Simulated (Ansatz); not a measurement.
**Li3ClO (Pm-3m): scan of the energy under strain in Python**

What does a strain cost in Li3ClO (Pm-3m)? Aim: a scan of the energy under strain, for Li3ClO (Pm-3m), run from a script.

Computed with Ansatz 0.2.0, driven from Python. Level of theory: DFT PBEsol, plane waves, PAW.

### Step 1. The structure

Symmetry: Pm-3m, No. 221, cubic system. The conventional cell has a = 3.908 Å, b = 3.908 Å, c = 3.908 Å, α = 90.00°, β = 90.00°, γ = 90.00°. Li (site symmetry 4/mmm) is surrounded by 2 O at 1.95 Å and 8 Li at 2.76 Å and 4 Cl at 2.76 Å. Cl (site symmetry m-3m) is surrounded by 12 Li at 2.76 Å. O (site symmetry m-3m) has 6 Li at 1.95 Å as nearest neighbours.

The script holds or builds the structure itself.

### Step 2. The script

File run_strain.py:

```python
# -*- coding: utf-8 -*-
"""Energy of Li3ClO under tetragonal strain, ions carried with the cell."""

import logging
import sys

import ansatz as az
import numpy as np
from tabulate import tabulate

logging.basicConfig(stream=sys.stdout, format="[%(levelname)s] %(message)s")
log = logging.getLogger("ansatz_job")
log.setLevel(logging.INFO)

vectors0 = np.array([
    [3.908337, 0.0, 0.0],
    [0.0, 3.908337, 0.0],
    [0.0, 0.0, 3.908337],
])
sites = [
    ("Li", [0.0, 0.5, 0.5]),
    ("Li", [0.5, 0.0, 0.5]),
    ("Li", [0.5, 0.5, 0.0]),
    ("Cl", [0.0, 0.0, 0.0]),
    ("O", [0.5, 0.5, 0.5]),
]


def make_crystal(cell):
    crystal = az.Crystal(lattice=az.Lattice.of(cell))
    for symbol, position in sites:
        crystal = crystal.atom(symbol, position)
    return crystal

# clamped ions: the fractional positions stay as typed
values = np.linspace(-0.01, 0.01, 7)
energies = []
for d in values:
    strain = np.diag([d, d, (1 + d) ** -2 - 1])
    cell = vectors0 @ (np.eye(3) + strain)
    calculation = (
        make_crystal(cell).calculation()
        .functional("PBEsol")
        .pseudopotentials("paw")
        .occupations("fermi_dirac", width=0.05)
        .basis(520)
        .kpoints(5, 5, 5)
        .stress()
    )
    summary = calculation.run(threads=1).report
    energies.append(summary["free_energy_ev"] / len(sites))
    s = summary["stress_gpa"]
    log.info(f"d = {d:+.4f}  stress xx yy zz xy (GPa, compression positive): {s[0][0]:8.3f} {s[1][1]:8.3f} {s[2][2]:8.3f} {s[0][1]:8.3f}")
energies = np.array(energies)

print(tabulate(zip(values, 1000 * (energies - energies.min())), headers=["strain", "dE (meV/atom)"], floatfmt=".3f"))
curvature = 2 * np.polyfit(values, energies, 3)[1]
volume = abs(np.linalg.det(vectors0)) / len(sites)
log.info(f"d2E/dd2 over the volume: {curvature / volume * 160.21766:.1f} GPa")
```

### Step 3. The run

Command:

```
python run_strain.py
```

**Question.** How much energy does this tetragonal strain cost, and what curvature follows?

**Answer**, as computed:

```
                  quantity          value
curvature under the strain      338.0 GPa
             runs compared              7
           range of energy  1.29 meV/atom
      lowest point, strain          0.000
```

What this shows: Against the unstrained cell the energy per atom changes by +1.23 meV at one end of the scan and +1.29 meV at the other, and its second derivative over the volume is 338.0 GPa. The curvature belongs to this strain pattern and to the cell's stress; it equals a single elastic constant only for simple patterns. The structure comes from a database of computed cells and needn't be a stable or known phase. The ions keep their fractional positions (clamped ions).
